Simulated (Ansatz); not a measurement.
BrH3SSi2, SMILES Br[SiH]1[SiH2]S1, an atomisation energy

Computed with Ansatz's Python interface.

Run as a notebook:

In [1]:
```python
from collections import Counter

import ansatz as az
```

In [2]:
```python
BASIS_SET = 'def2-SVPD'
FUNCTIONAL = 'B3LYP'
```

In [3]:
```python
def total_energy(molecule, charge=0, unpaired=0):
    calc = (
        molecule.calculation()
        .basis(gaussian=BASIS_SET)
        .functional(FUNCTIONAL)
    )
    if charge:
        calc = calc.charge(charge)
    if unpaired:
        calc = calc.spin('collinear', total=unpaired)
    report = calc.run(threads=1).report
    if report['published_state_doubts']:
        print('  doubts:', report['published_state_doubts'])
    return report['free_energy_ev']

geometry_ang = [
    ('Br', (-2.5895, 0.9011, -0.1499)),
    ('Si', (-0.6078, 0.4416, -0.7887)),
    ('Si', (0.8202, -0.1363, 0.7751)),
    ('S', (-0.1201, -1.6042, -0.3698)),
    ('H', (-0.2099, 0.763, -2.2028)),
    ('H', (0.4362, -0.2271, 2.2117)),
    ('H', (2.3322, -0.206, 0.4786)),
]
mol = az.Crystal.molecule()
for symbol, xyz in geometry_ang:
    mol = mol.atom(symbol, xyz)
```

In [4]:
```python
# Hund ground states
unpaired = {'Br': 1, 'Si': 2, 'S': 2, 'H': 1}
counts = Counter(site.symbol for site in mol.cartesian_sites)
atom_energy = {s: total_energy(az.Crystal.molecule().atom(s, (0, 0, 0)), 0, unpaired[s]) for s in counts}
whole = total_energy(mol, 0, 0)
for s, e in atom_energy.items():
    print(f'{s:2s} x{counts[s]}  {e:14.5f} eV')
print(f'BrH3SSi2: {whole:.5f} eV')
split = sum(counts[s] * e for s, e in atom_energy.items()) - whole
print(f'atomisation energy (no zero-point term): {split:.3f} eV, {split / sum(counts.values()):.3f} eV an atom')
```
```text
Br x1    -70037.51591 eV
Si x2     -7872.10678 eV
S  x1    -10830.18563 eV
H  x3       -13.63995 eV
BrH3SSi2: -96672.88592 eV
atomisation energy (no zero-point term): 20.051 eV, 2.864 eV an atom
```

20.051 eV from the electronic energies, without the zero-point term.

Reading the output:
- Total energies depend on the basis set; only differences at equal settings carry meaning.
- The geometry is a force-field or estimated start, not a minimum of this method, and the basis set is short of its limit. All parts are taken at fixed geometry, without zero-point energy.
- b3lyp holds the VWN-RPA fit, as in Gaussian; the form of ORCA and Turbomole is b3lyp5.
- The spin-orbit lowering of heavy atoms is left out.
- Timing: 7.4 s on 1 thread of Arm Neoverse V2, on a shared host, peak memory 0.42 GiB.
